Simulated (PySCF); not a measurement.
**A diatomic session: CdC**

One table from this session's results is given with a row withheld; the runs are named, their logs left out.

Program: PySCF 2.14.0. Level of theory: Cd def2-SVPD with ECP28, C def2-SVPD, scalar-relativistic core potentials. These are calculated values, not measurements.

The first run:

A driver script around PySCF takes these settings:

- atoms: Cd, C
- charge: 0
- basis: Cd def2-SVPD with ECP28, C def2-SVPD
- Hamiltonian: scalar-relativistic core potentials
- basis functions: 54
- electrons treated: 26
- masses in u: 113.9034, 12.0000
- levels: PBE0, PBE, r²SCAN, TPSS, M06-2X, BP86, HSE06, HF, MP2, SCS-MP2
- grid: 80 radial by 434 angular points
- occupations: held fixed by the projection of orbital angular momentum
- dissociation limit: Cd + C, each in its ground configuration
- starting distance in angstrom: 2.110
- values of 2S to try: 0, 2

Run with:

```bash
$ OMP_NUM_THREADS=1 python dia.py task.json out
```

Steps of the session up to this table: Set-up; The PBE0 curve of the state that the search chose; Other states along the same grid; PBE (GGA); r²SCAN (meta-GGA); TPSS (meta-GGA); M06-2X; BP86 (GGA); HSE06; ROHF.

One of the session's tables, all rows but one given; the rest of the session is left out.

It belongs to the step «The curves together». Energy (eV) from each level's lowest point:

```
R (Å)   ROHF  ROHF-MP2  ROHF-SCS-MP2    PBE   BP86
1.878  1.323     0.426         0.505  0.444  0.449
1.966  0.885     0.174         0.227  0.179  0.183
2.053  0.586     0.047         0.077  0.044  0.048
2.119      ?         ?             ?      ?      ?
2.184  0.310     0.000         0.000  0.000  0.000
2.249  0.222     0.015         0.001  0.023  0.021
2.337  0.140     0.056         0.026  0.080  0.076
2.446  0.075     0.123         0.075  0.179  0.170
2.577  0.030     0.211         0.141  0.312  0.299
2.752  0.000     0.317         0.225  0.490  0.471
```

**Question.** Estimate the row for R (Å) = 2.119.

Worked estimate for «ROHF». A straight line through the neighbours (2.053, 0.586) and (2.184, 0.310) gives 0.586 + (0.310 − 0.586) × (2.119 − 2.053) / (2.184 − 2.053) = 0.447; a parabola fitted to 4 rows on both sides gives 0.424.

As computed: ROHF: 0.428; ROHF-MP2: 0.007; ROHF-SCS-MP2: 0.022; PBE: 0.004; BP86: 0.006. In «ROHF» the line misses by +0.019 and the parabola by -0.004.
